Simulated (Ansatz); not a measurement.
I need a short molecular-dynamics run of CH₄BFSe, SMILES C[Se]BF. Use Ansatz 0.2.0 through its Python package. Level of theory: B3LYP, def2-SVP basis, multiplicity 1.

The script reads `ch4bfse.xyz`:
```text
8

C    -0.55140    0.96350   -0.44120
Se   -0.25950    0.35270    1.34770
B     0.63540   -1.29030    0.63440
F     2.16410   -1.25930    0.39250
H    -1.22410    0.27150   -1.02500
H    -1.13970    1.99150   -0.39350
H     0.38610    1.16420   -0.98610
H     0.08140   -2.25080    0.41540
```

`ch4bfse_md.py`:
```python
'''A short Born-Oppenheimer trajectory of CH4BFSe.'''

import ansatz as az
import numpy as np


def main() -> None:
    system = az.Crystal.molecule_from_extxyz('ch4bfse.xyz')

    setup = (
        system.calculation()
        .basis(gaussian='def2-SVP')
        .functional('B3LYP')
        .md('nvt_nose_hoover', timestep=0.5, steps=40, temperature=500, initial_velocities='maxwell_boltzmann', seed=70, thermostat_time=50)
    )
    frames = []
    setup.session().plan().execute(on_event=lambda e: frames.append(e['data']) if e['event'] == 'md_step' else None)
    print('t (fs)   E_pot (eV)      E_kin (eV)   T (K)   d(0-1) (A)')
    for f in frames[::3]:
        xyz = np.array(f['positions_ang'])
        print(f'{f["time_fs"]:6.2f} {f["lagrangian_ev"]:14.5f} {f["e_kin_ev"]:10.5f} {f["temperature_k"]:8.1f} {np.linalg.norm(xyz[0] - xyz[1]):9.4f}')
    kept = np.array([f['conserved_ev'] for f in frames])
    print(f'conserved energy moves by at most {1000 * np.ptp(kept):.3f} meV')
    symbols = [site.symbol for site in system.cartesian_sites]
    with open('last_frame.xyz', 'w') as handle:
        handle.write(f'{len(symbols)}\nt = {frames[-1]["time_fs"]} fs\n')
        handle.writelines('{:2s} {:10.5f} {:10.5f} {:10.5f}\n'.format(s, *xyz) for s, xyz in zip(symbols, frames[-1]['positions_ang']))


if __name__ == '__main__':
    main()
```

`python ch4bfse_md.py` gives:
```text
t (fs)   E_pot (eV)      E_kin (eV)   T (K)   d(0-1) (A)
  0.00   -69835.08626    0.38778    500.0    1.9127
  1.50   -69835.03814    0.34032    438.8    1.9027
  3.00   -69835.18060    0.48235    621.9    1.8985
  4.50   -69835.40972    0.70853    913.6    1.9003
  6.00   -69835.44196    0.74149    956.1    1.9071
  7.50   -69835.54754    0.84620   1091.1    1.9163
  9.00   -69835.85779    1.14466   1475.9    1.9263
 10.50   -69835.72640    1.00425   1294.9    1.9387
 12.00   -69835.24317    0.51699    666.6    1.9545
 13.50   -69835.03959    0.31033    400.1    1.9730
 15.00   -69835.31288    0.57396    740.1    1.9927
 16.50   -69835.54372    0.79345   1023.1    2.0117
 18.00   -69835.56994    0.81206   1047.1    2.0278
 19.50   -69835.79182    1.01410   1307.6    2.0397
conserved energy moves by at most 8.149 meV
```

It writes `last_frame.xyz`:
```text
8
t = 20.0 fs
C    -0.62873    1.09003   -0.51995
Se   -0.23922    0.33151    1.33633
B     0.74740   -1.33570    0.71380
F     2.05836   -1.22137    0.42903
H    -1.40451    0.48575   -0.94023
H    -1.02001    2.05231   -0.22579
H     0.35630    1.08554   -1.04223
H     0.29677   -2.52305    0.50793
```

Total energies depend on the basis set; only differences at equal settings carry meaning. The trajectory is only some femtoseconds long, so its temperature is not equilibrated; where the script doesn't relax first, it starts from a rough generated geometry. b3lyp holds the VWN-RPA fit, as in Gaussian; the form of ORCA and Turbomole is b3lyp5. The temperature counts the internal degrees of freedom alone. Timing: 2.7 min on 1 thread of Arm Neoverse V2 (shared host), peak memory 0.27 GiB.

(Lines on the test bed's own set-up are left out of the output.)
